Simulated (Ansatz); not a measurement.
# AsGaH2: the cost of one run

Method: cc-pVTZ, core rule «outside noble gas», up to 28 orbitals frozen; program: Ansatz 0.2.0, Gaussian basis.

The runs, in order: UHF; CCSD(T) on ROHF; CCSD(T) on UHF; BCCD(T) on ROHF; CCSDT(Q) on ROHF; CCSDT(Q) on UHF.

14 further runs of the same task are left out: 8 for a known fault of the program, 6 set aside as unsound or not needed.

**1. The system**

The geometry is a PBE0/def2-TZVP stationary point (not a proven minimum) of the parent state, kept for this charge and spin. No spin-orbit coupling is included. The filled d shell of Ga, As may be among the frozen orbitals whatever the setting's name suggests; the logs give the count.

4 atoms, charge 0, spin multiplicity 5.

Atoms are counted from 1 here; the program's logs count them from 0.

Bond lengths: Ga1–As2 2.421 Å, Ga1–H3 1.572 Å, Ga1–H4 1.572 Å. Angles: As2–Ga1–H3 119.9°, As2–Ga1–H4 119.9°, H3–Ga1–H4 120.3°.

**2. UHF**

Contents of in.yaml:

```yaml
crystal:
  periodic: [false, false, false]
  atoms:
    - {symbol: Ga, position_ang: [0.000000, 0.000000, 1.226035]}
    - {symbol: As, position_ang: [0.000000, 0.000000, -1.195022]}
    - {symbol: H, position_ang: [0.000000, 1.363635, 2.009104]}
    - {symbol: H, position_ang: [0.000000, -1.363635, 2.009104]}
basis:
  gaussian: {orbitals: cc-pVTZ}
magnetization: {spin_polarized: true, initial_magnetization: 4}
hamiltonian: {xc: hf}
output: {orbitals: {seedname: orbitals}}
```

The run is started by

```bash
> ansatz run in.yaml --threads 1 --pin off --events-out ev --progress --plain --max-ram 4096MiB --backend cpu
```

What time and memory should one allow on 1 thread of AMD EPYC 7R13, shared host?

About 5.5 s, with a peak of 0.28 GiB.
